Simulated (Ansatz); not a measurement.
# Fe in Ansatz: settings compared, part 2 of 3

Ansatz 0.2.0.

## (4) Work function, PBEsol, collinear spin, ferromagnetic start

input.yaml

```yaml
crystal:
  lattice:
    - [2.31119, 0.0, 0.0]
    - [0.0, 2.31119, 0.0]
    - [0.0, 0.0, 23.8]
  atoms:
    - { symbol: Fe, position: [0.0, 0.0, 0.29412], spin: 3.0 }
  periodic: [true, true, false]
kpoints:
  mp_grid: { grid: [11, 11, 1] }
scf:
  occupations: { method: fermi_dirac, width: 0.05 }
hamiltonian:
  xc: pbesol
  pseudopotentials: { kind: all_electron, lapw: { basis_error: 0.002 } }
magnetization:
  spin_polarized: true
output:
  forces: true
  stress: true
  eigenvalues: true
```

Potentials or basis: all-electron LAPW, scalar-relativistic.

Launch:

```sh
$ ansatz run input.yaml --threads 2 --pin off --max-ram 8192MiB --backend cpu --events-out ev --progress --plain --runs-dir out
```

Output:

```text
Warning: RAYON_NUM_THREADS=2 ignored (pool sized by the plan → 2); use --threads N
LAPW: plane waves up to 9.388 Å⁻¹, error target 2.0e-3 eV per atom; small_component_spin mean_spin; Fe in spheres of 1.156 Å, 16 of its electrons in bands, Dirac shells [] (how accurate: hamiltonian.pseudopotentials.lapw.basis_error, Limitations)
Engine: ansatz 0.2.0, x86_64-unknown-linux-gnu
Pseudopotentials: kind: all_electron
Pseudopotential: Fe, LAPW, valence charge 16, lapw/all_electron/scalar/gaussian/Fe, Koelling and Harmon's equation, gaussian nucleus
Functional definition: PBEsol
  exchange = pbesol_x
  correlation = pbesol_c
Crystal: 1 atoms, lattice volume = 127.130 Å³
Basis set: ecut = 335.76151824452535 eV, 1811 PW (Γ), exchange–correlation at level 2
Bands: 14, of which v1, the nominal top of the filled ones, is band 8 counted from 1 (7 counted from 0)
Symmetry: 16 space group operations
Space group: P4/mmm (ITA 123), of the structure as read, at distance tolerance 5.0e-5 Å
Magnetic group: BNS 123.339 (UNI 999), of the structure as read, at distance tolerance 5.0e-5 Å
k-points: 21 of 121
Non-local potential: Fe, projectors of the file, none
Initial density: superposition of atomic densities (neutral atoms: chi_scale 0, normalization atom)
Starting moments: Σ|m| = 3 μB on 1 of 1 site
Initial wavefunctions: plane waves of lowest kinetic energy (no species holds an atomic orbital)
Functional: x = pbesol(κ = 0.804, μ = 0.12345679012345678), c = pbesol(β = 0.046)
iter 1 solved again at ethr=6.44e-3 eV; its pass at ethr=1.00e-1 eV (dr2=1.03e0 eV) is discarded
SCF iter   1: F=—  HF=-34600.634467 eV  |F-HF|=—  |Δ(HF+E_count)|=         —  Δρ=1.22e-2 (↑6.01e-3 ↓1.22e-2)  dr2=1.03e0  dr2_m=2.65e-2  M=2.930 μB ∫|m|=2.945 μB  β_m=0.30  ethr=6.44e-3  ⟨swp⟩=2.8  Hψ=4075  notcnv=0
Mixer restart at iter 1: flushing history
preconditioner: auto → LDOS  [metal: Δε(μ)=0.060 eV  Ē_g=9.057 eV  σ=0.050 eV  W_gap=0.29  n_scr=14 (ndim 8)  ℏωp=9.3 eV  f_vac=0.793  D(μ)=1.36/eV (n_scr^D=10)]
spin=Collinear: LDOS preconditioning applied to the charge; magnetization (m = ρ↑ − ρ↓) channel mixes plain (no charge-response kernel on spin).
SCF iter   2: F=—  HF=-34600.502993 eV  |F-HF|=—  |Δ(HF+E_count)|=   1.31e-1  Δρ=8.79e-3 (↑4.91e-3 ↓8.79e-3)  dr2=6.30e-1  dr2_m=1.37e-2  M=2.923 μB ∫|m|=2.942 μB  β_m=0.65  ethr=6.44e-3  ⟨swp⟩=2.0  Hψ=1720  notcnv=0
iter 3 solved again at ethr=9.17e-5 eV; its pass at ethr=3.93e-3 eV (dr2=1.47e-2 eV) is discarded
SCF iter   3: F=—  HF=-34600.358249 eV  |F-HF|=—  |Δ(HF+E_count)|=   1.45e-1  Δρ=2.90e-3 (↑1.94e-3 ↓2.90e-3)  dr2=1.44e-2  dr2_m=4.88e-3  M=2.762 μB ∫|m|=2.813 μB  β_m=0.82  ethr=9.17e-5  ⟨swp⟩=2.7  Hψ=3234  notcnv=0  defer=12
SCF iter   4: F=—  HF=-34600.362814 eV  |F-HF|=—  |Δ(HF+E_count)|=         —  Δρ=1.17e-3 (↑6.06e-4 ↓1.17e-3)  dr2=5.70e-3  dr2_m=5.31e-4  M=2.752 μB ∫|m|=2.807 μB  β_m=0.91  ethr=8.97e-5  ⟨swp⟩=2.9  Hψ=1744  notcnv=0
the basis was enlarged: its passes take 379.1 KiB over the memory plan, 2 of 2 planned eigensolver slots
SCF iter   5: F=—  HF=-34600.363287 eV  |F-HF|=—  |Δ(HF+E_count)|=   4.73e-4  Δρ=3.12e-4 (↑3.12e-4 ↓2.24e-4)  dr2=6.92e-5  dr2_m=7.74e-5  M=2.745 μB ∫|m|=2.804 μB  β_m=0.82  ethr=3.56e-5  ⟨swp⟩=3.1  Hψ=1899  notcnv=0
SCF iter   6: F=—  HF=-34600.363232 eV  |F-HF|=—  |Δ(HF+E_count)|=   5.44e-5  Δρ=1.79e-4 (↑1.79e-4 ↓1.36e-4)  dr2=2.35e-5  dr2_m=2.54e-5  M=2.745 μB ∫|m|=2.805 μB  β_m=0.91  ethr=4.33e-7  ⟨swp⟩=3.0  Hψ=1603  notcnv=0
SCF iter   7: F=—  HF=-34600.363260 eV  |F-HF|=—  |Δ(HF+E_count)|=   2.75e-5  Δρ=2.62e-5 (↑2.62e-5 ↓2.00e-5)  dr2=2.27e-6  dr2_m=4.08e-7  M=2.746 μB ∫|m|=2.805 μB  β_m=0.89  ethr=1.47e-7  ⟨swp⟩=2.8  Hψ=1633  notcnv=0
SCF iter   8: F=—  HF=-34600.363260 eV  |F-HF|=—  |Δ(HF+E_count)|=   2.09e-7  Δρ=1.15e-5 (↑1.15e-5 ↓7.86e-6)  dr2=1.85e-7  dr2_m=9.64e-8  M=2.746 μB ∫|m|=2.805 μB  β_m=0.95  ethr=1.42e-8  ⟨swp⟩=2.9  Hψ=1568  notcnv=0
SCF iter   9: F=—  HF=-34600.363260 eV  |F-HF|=—  |Δ(HF+E_count)|=   3.79e-8  Δρ=1.04e-6 (↑6.96e-7 ↓1.04e-6)  dr2=2.43e-8  dr2_m=2.27e-10  M=2.746 μB ∫|m|=2.805 μB  β_m=0.97  ethr=1.15e-9  ⟨swp⟩=3.0  Hψ=1616  notcnv=0
SCF iter  10: F=-34600.363260 eV  HF=-34600.363260 eV  |F-HF|=5.44e-9  |Δ(HF+E_count)|=   4.04e-9  Δρ=4.15e-7 (↑4.11e-7 ↓4.15e-7)  dr2=1.38e-8  dr2_m=2.77e-12  M=2.746 μB ∫|m|=2.805 μB  ethr=1.52e-10  ⟨swp⟩=2.1  Hψ=1493  notcnv=0
SCF 1 converged in 10 iterations: F = -34600.363260 eV  dr2 = 1.38e-8
the search or the solves at the SCF's close seem to have found levels that the self-consistency loop had missed (the run counts 1). By its estimate they hold under 1e-12 electrons; where the run keeps them, the occupations were computed again with them
SCF converged after 10 iterations
Magnetization: 2.7462 μB (9.3731 up, 6.6269 down)
Absolute magnetization: 2.8051 μB (∫|ρ↑−ρ↓|)
Spin contamination: 0.0432 ħ² per cell (⟨S²⟩ above its minimum at these occupations)
Per-site moments (μB) at R_I (Å): [(2.679134007337076, 1.1555949827802858)]
Free energy (F): -34600.363260 eV
Harris-Foulkes:  -34600.363260 eV  (|F-HF|=5.44e-9)
Internal energy: -34600.353059 eV  (E = F + TS)
E sigma→0 (E₀):  -34600.358160 eV
Entropy (-TS):   -0.010200 eV (-10.200 meV/atom)
Fermi energy:    -4.812767 eV
--- Per-component energies (eV) ---
  E_band       = -580.520659
  E_kinetic    = 35071.890512
  E_xc         = -1488.962213
  E_electrostatic = -68183.281359  (all electrons and nuclei)
  E_smearing   = -0.010200  (= −TS)
  E_closure    = 0.000000  (closes the sum)
  E_atoms      = -34592.699444  (free atoms, spherical and without spin; not in F)
  Σ components = -34600.363260   (vs F -34600.363260, Δ=0.00e0)
  Basis errors (estimates in eV, not in F): energy 9.9e-4 per atom: plane waves 9.1e-4 (5.6e-4 summed), levels above the bands 1.0e-53, relativity 4.9e-8, radial functions 8.6e-5, core shells 4.0e-8; eigenvalues (radial functions only) 2.8e-6; not estimated: angular momenta, meshes, grids; target (lapw.basis_error) 2.0e-3; muffin-tin radii Fe 1.156 Å
--- Forces (eV/Å), atoms counted from 1 ---
  atom   1  Fe     0.00000000    -0.00000000     0.00000000
  max |Σ_I F_I| component: 2.59e-29 eV/Å
--- 2D stress c σ (N/m, compression-positive) ---
       -1.968881      -0.000000       0.000000
       -0.000000      -1.968881       0.000000
        0.000000       0.000000       0.000000
  P = ½ c Tr σ = -1.9689 N/m
--- Band table (eV; the first three rows and the last of 42) ---
  k-point 0 ↑: bands = ["-92.6994", "-59.0956", "-58.4952", "-58.4952", "-10.7309", "-8.7015", "-7.7102", "-5.6636", "-5.6636", "-5.0047", "-4.7607", "-0.3922", "0.0728", "0.7605"]
  k-point 1 ↑: bands = ["-92.6937", "-59.0913", "-58.5369", "-58.4916", "-10.4690", "-8.5709", "-7.6275", "-6.1463", "-5.6480", "-5.1171", "-4.1832", "-0.1709", "0.3138", "0.9872"]
  k-point 2 ↑: bands = ["-92.6783", "-59.0797", "-58.6482", "-58.4822", "-9.7857", "-8.1335", "-7.3906", "-6.8431", "-5.6059", "-5.4097", "-3.1499", "0.4928", "1.0297", "1.6675"]
  k-point 20 ↓: bands = ["-89.5456", "-56.1739", "-56.1729", "-55.7346", "-7.3632", "-5.0796", "-5.0239", "-2.8984", "-1.6195", "2.9594", "4.1428", "8.1527", "9.2639", "9.7964"]
  the weakly bound empty levels are not read free of the cell's end (augmented_plane_waves)
```

Run time: 4.1 s. Hardware: 2 threads of AMD EPYC 9R45 (Zen 5), shared host; peak memory 0.54 GiB.

What came out:

| Item | Value |
| --- | --- |
| Free energy | -34600.3633 eV |
| Band gap on the k mesh | none (metal or under the smearing width) |
| Net moment | 2.75 μB per cell |
| Absolute moment | 2.81 μB per cell |
| Site moments | Fe +2.68 μB |
| Work function | 4.81 eV |

Levels at points of the mesh, in eV from the Fermi level:
Spin up:
| k point | band 7 | band 8 | band 9 | band 10 | band 11 | band 12 | band 13 | band 14 |
| --- | --- | --- | --- | --- | --- | --- | --- | --- |
| (0.00, 0.00, 0.00) | -2.90 | -0.85 | -0.85 | -0.19 | 0.05 | 4.42 | 4.89 | 5.57 |
Spin down:
```
           k point  band 4  band 5  band 6  band 7  band 8  band 9  band 10  band 11
(0.00, 0.00, 0.00)  -50.87   -5.24   -2.09   -0.38    0.44    1.87     1.87     2.88
```

## (5) Projected density of states, PBE, collinear spin, ferromagnetic start

Edit input.yaml of step 4 so:

```diff
@@ -10,2 +10,13 @@
   mp_grid: { grid: [11, 11, 1] }
+  band_path:
+    path:
+      - [0.0, 0.0, 0.0]
+      - [0.0, 0.5, 0.0]
+      - [0.5, 0.5, 0.0]
+      - [0.0, 0.0, 0.0]
+      - [0.0, 0.0, 0.5]
+      - [0.0, 0.5, 0.5]
+      - [0.5, 0.5, 0.5]
+      - [0.0, 0.0, 0.5]
+    npoints: 8
 scf:
@@ -13,3 +24,3 @@
 hamiltonian:
-  xc: pbesol
+  xc: pbe
   pseudopotentials: { kind: all_electron, lapw: { basis_error: 0.002 } }
@@ -21 +32,4 @@
   eigenvalues: true
+  fatbands: true
+  dos: { projected: true, de: 0.1, e_range: [-14, 8] }
+  populations: true
```

Launch:

```sh
$ ansatz run input.yaml --threads 2 --pin off --max-ram 8192MiB --backend cpu --events-out ev --progress --plain --runs-dir out
```

Run time: 9.3 s. Hardware: 2 threads of AMD EPYC 9R45 (Zen 5), shared host; peak memory 0.55 GiB.

The run converged. Its results:

```yaml
Free_energy: -34632.2506 eV
Band_gap_along_the_path: none (metal or under the smearing width)
Net_moment: 2.74 μB per cell
Absolute_moment: 2.81 μB per cell
Site_moments: Fe +2.68 μB
Work_function: 4.69 eV
```

Levels at the corners of the path, in eV from the Fermi level:
Spin up:
| point | band 7 | band 8 | band 9 | band 10 | band 11 | band 12 | band 13 | band 14 |
| --- | --- | --- | --- | --- | --- | --- | --- | --- |
| Γ | -2.93 | -0.86 | -0.86 | -0.23 | 0.05 | 4.25 | 4.74 | 5.45 |
| X | -1.64 | -1.51 | -0.66 | 1.32 | 5.57 | 6.73 | 9.31 | 10.86 |
| M | -2.62 | -1.40 | 1.16 | 8.12 | 8.12 | 12.95 | 13.59 | 13.62 |
| Γ | -2.93 | -0.86 | -0.86 | -0.23 | 0.05 | 4.25 | 4.74 | 5.45 |
| Z | -2.93 | -0.86 | -0.86 | -0.23 | 0.05 | 4.25 | 4.74 | 5.45 |
| R | -1.64 | -1.51 | -0.66 | 1.32 | 5.57 | 6.73 | 9.31 | 10.86 |
| A | -2.62 | -1.40 | 1.16 | 8.12 | 8.12 | 12.95 | 13.59 | 13.62 |
| Z | -2.93 | -0.86 | -0.86 | -0.23 | 0.05 | 4.25 | 4.74 | 5.45 |
Spin down:
| point | band 5 | band 6 | band 7 | band 8 | band 9 | band 10 |
| --- | --- | --- | --- | --- | --- | --- |
| Γ | -5.25 | -2.11 | -0.33 | 0.41 | 1.85 | 1.85 |
| X | -1.76 | -1.34 | 1.33 | 1.43 | 1.49 | 2.09 |
| M | -2.58 | -0.27 | -0.27 | 2.02 | 3.40 | 8.63 |
| Γ | -5.25 | -2.11 | -0.33 | 0.41 | 1.85 | 1.85 |
| Z | -5.25 | -2.11 | -0.33 | 0.41 | 1.85 | 1.85 |
| R | -1.76 | -1.34 | 1.33 | 1.43 | 1.49 | 2.09 |
| A | -2.58 | -0.27 | -0.27 | 2.02 | 3.40 | 8.63 |
| Z | -5.25 | -2.11 | -0.33 | 0.41 | 1.85 | 1.85 |

States per cell in windows of 0.5 eV (zero at the Fermi level; states under -8 eV left out):
| from (eV) | up | down | Fe1 3d up | Fe1 3d down | Fe1 4s up | Fe1 4s down | Fe1 3s up | Fe1 3s down |
| --- | --- | --- | --- | --- | --- | --- | --- | --- |
| -8.0 | 0.00 | 0.00 | 0.00 | 0.00 | 0.00 | 0.00 | 0.00 | 0.00 |
| -7.5 | 0.00 | 0.00 | 0.00 | 0.00 | 0.00 | 0.00 | 0.00 | 0.00 |
| -7.0 | 0.00 | 0.00 | 0.00 | 0.00 | 0.00 | 0.00 | 0.00 | 0.00 |
| -6.5 | 0.00 | 0.00 | 0.00 | 0.00 | 0.00 | 0.00 | 0.00 | 0.00 |
| -6.0 | 0.02 | 0.00 | 0.00 | 0.00 | 0.02 | 0.00 | 0.00 | 0.00 |
| -5.5 | 0.05 | 0.01 | 0.01 | 0.00 | 0.04 | 0.01 | 0.00 | 0.00 |
| -5.0 | 0.07 | 0.05 | 0.02 | 0.01 | 0.04 | 0.04 | 0.00 | 0.00 |
| -4.5 | 0.17 | 0.05 | 0.13 | 0.01 | 0.04 | 0.05 | 0.00 | 0.00 |
| -4.0 | 0.31 | 0.06 | 0.25 | 0.01 | 0.05 | 0.05 | 0.00 | 0.00 |
| -3.5 | 0.67 | 0.06 | 0.61 | 0.01 | 0.05 | 0.05 | 0.00 | 0.00 |
| -3.0 | 0.81 | 0.08 | 0.77 | 0.02 | 0.03 | 0.06 | 0.00 | 0.00 |
| -2.5 | 0.85 | 0.19 | 0.76 | 0.13 | 0.08 | 0.06 | 0.00 | 0.00 |
| -2.0 | 0.84 | 0.43 | 0.79 | 0.34 | 0.04 | 0.08 | 0.00 | 0.00 |
| -1.5 | 0.58 | 0.40 | 0.57 | 0.36 | 0.01 | 0.03 | 0.00 | 0.00 |
| -1.0 | 0.76 | 0.48 | 0.70 | 0.43 | 0.05 | 0.02 | 0.00 | 0.00 |
| -0.5 | 0.21 | 0.77 | 0.17 | 0.67 | 0.04 | 0.03 | 0.00 | 0.00 |
| 0.0 | 0.12 | 0.52 | 0.07 | 0.42 | 0.04 | 0.03 | 0.00 | 0.00 |
| 0.5 | 0.13 | 0.41 | 0.05 | 0.36 | 0.03 | 0.03 | 0.00 | 0.00 |
| 1.0 | 0.13 | 0.60 | 0.02 | 0.56 | 0.04 | 0.02 | 0.00 | 0.00 |
| 1.5 | 0.10 | 0.88 | 0.01 | 0.84 | 0.03 | 0.04 | 0.00 | 0.00 |
| 2.0 | 0.10 | 0.55 | 0.01 | 0.46 | 0.02 | 0.04 | 0.00 | 0.00 |
| 2.5 | 0.09 | 0.22 | 0.01 | 0.14 | 0.02 | 0.03 | 0.00 | 0.00 |
| 3.0 | 0.09 | 0.14 | 0.00 | 0.06 | 0.02 | 0.02 | 0.00 | 0.00 |
| 3.5 | 0.09 | 0.11 | 0.00 | 0.02 | 0.02 | 0.02 | 0.00 | 0.00 |
| 4.0 | 0.10 | 0.10 | 0.00 | 0.01 | 0.01 | 0.02 | 0.00 | 0.00 |
| 4.5 | 0.16 | 0.17 | 0.00 | 0.01 | 0.01 | 0.02 | 0.00 | 0.00 |
| 5.0 | 0.20 | 0.20 | 0.00 | 0.01 | 0.02 | 0.01 | 0.00 | 0.00 |
| 5.5 | 0.26 | 0.24 | 0.00 | 0.01 | 0.02 | 0.01 | 0.00 | 0.00 |
| 6.0 | 0.33 | 0.26 | 0.01 | 0.01 | 0.05 | 0.01 | 0.00 | 0.00 |
| 6.5 | 0.32 | 0.26 | 0.00 | 0.00 | 0.03 | 0.01 | 0.00 | 0.00 |
| 7.0 | 0.31 | 0.32 | 0.00 | 0.01 | 0.02 | 0.03 | 0.00 | 0.00 |
| 7.5 | 0.29 | 0.38 | 0.00 | 0.02 | 0.01 | 0.05 | 0.00 | 0.00 |

(Continued in part 3 of 3.)
